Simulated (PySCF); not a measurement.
# Ta(NH)(OH)3: geometry, NMR shifts and electronic excitations

What NMR shifts and electronic excitations should Ta(NH)(OH)3 (`[NH]=[Ta]([OH])([OH])[OH]`) show?

The runs use PySCF 2.14.0, with density-fitted response routines of our own; the level of theory stands in each step. All values are computed, except where a source is named. Atoms count from 0, in the outputs and in this text.

## (1) The starting structure

9 atoms, charge 0, multiplicity 1; geometry from: GFN2-xTB.

Bonds of the start (Å): Ta0–N1 1.79, Ta0–O3 1.87, Ta0–O5 1.88, Ta0–O7 1.89, N1–H2 1.01, O3–H4 0.96, O5–H6 0.96, O7–H8 0.96.

## (2) Optimising the geometry at PBE0-D3(BJ)/def2-SVP

Job settings and geometry (Å):

```
{"job": {"xc": "PBE0", "basis": "def2-SVP", "d3": "d3bj", "grid": 1, "maxiter": 40, "kind": "geom"}, "charge": 0, "multiplicity": 1}
Ta     0.008030     0.006660    -0.221870
N     -0.005480    -0.011280     1.566880
H      0.024920    -0.002350     2.573720
O      1.734260     0.419650    -0.820580
H      2.637720     0.631970    -0.584510
O     -1.239720     1.298440    -0.787130
H     -1.876370     1.939770    -0.468960
O     -0.508950    -1.713850    -0.798630
H     -0.774420    -2.569020    -0.458920
```

The run is started by

```console
> OMP_NUM_THREADS=1 python probes_run.py task.json out
```

One launch serves the whole session: the jobs run in the order shown.

**Question.** This job is followed by: GIAO PBE0/pcSseg-1 Ta:def2-TZVP NMR shielding, non-relativistic, gas phase; TDDFT PBE0/def2-SVPD, vertical, gas phase, core orbitals frozen in the response; GIAO B3LYP/pcSseg-1 Ta:def2-TZVP NMR shielding, non-relativistic, gas phase. Predict these results of the whole session: point group; rotational constants (main isotopes); 1H shifts against TMS (PBE0/def2-TZVP+pcSseg-1, means over atoms taken as alike); 15N shifts against NH3 (PBE0/def2-TZVP+pcSseg-1); 17O shifts against H2O (PBE0/def2-TZVP+pcSseg-1, means over atoms taken as alike); surface potential, 1st and 99th percentile; lowest singlet (PBE0/def2-SVPD); brightest single state of those computed; lowest triplet; vertical ionisation energy (ΔSCF); range of the shift of O3.

The runs gave:

| quantity | value |
| --- | --- |
| point group | C3v |
| rotational constants (main isotopes) | 3.17, 3.16, 2.83 GHz |
| 1H shifts against TMS (PBE0/def2-TZVP+pcSseg-1, means over atoms taken as alike) | 5.32, 3.12 ppm |
| 15N shifts against NH3 (PBE0/def2-TZVP+pcSseg-1) | 286.4 ppm |
| 17O shifts against H2O (PBE0/def2-TZVP+pcSseg-1, means over atoms taken as alike) | 185.1 ppm |
| surface potential, 1st and 99th percentile | -1.32 V and 2.32 V |
| lowest singlet (PBE0/def2-SVPD) | 5.92 eV (210 nm), f = 0.000 |
| brightest single state of those computed | state 6, 6.59 eV, f = 0.041 |
| lowest triplet | 5.19 eV |
| vertical ionisation energy (ΔSCF) | 9.79 eV |
| range of the shift of O3 | 185.1 to 188.6 ppm |

**Reading.** The optimisation took 7 steps and gained 0.082 eV; among the close pairs (by a distance rule), Ta0–O3 changed most, from 1.873 to 1.913 Å. At PBE0/def2-TZVP+pcSseg-1: Shielding is most anisotropic at N1 (span 373 ppm, paramagnetic term -341 ppm). The first singlet state (HOMO→LUMO+1 0.48, HOMO−1→LUMO+2 0.44) lies at 5.92 eV and is dark; of the 10 states computed, the strongest absorption comes from states 4 to 5 together at 6.37 eV. The lowest triplet lies 0.73 eV below the lowest singlet (triplets in Tamm-Dancoff, singlets in full TDDFT). Spin-orbit coupling, left out, mixes singlets and triplets in elements this heavy. The orbital energy would give 7.81 eV for ionisation, ΔSCF gives 9.79 eV. In ppm, O3 (with its like atoms) moves most: its shift spreads over 3.5 ppm, from 185.1 (PBE0/def2-TZVP+pcSseg-1) to 188.6 (B3LYP/def2-TZVP+pcSseg-1). Spin-orbit coupling is left out, which matters for shieldings and couplings at and beside the heavy atoms.
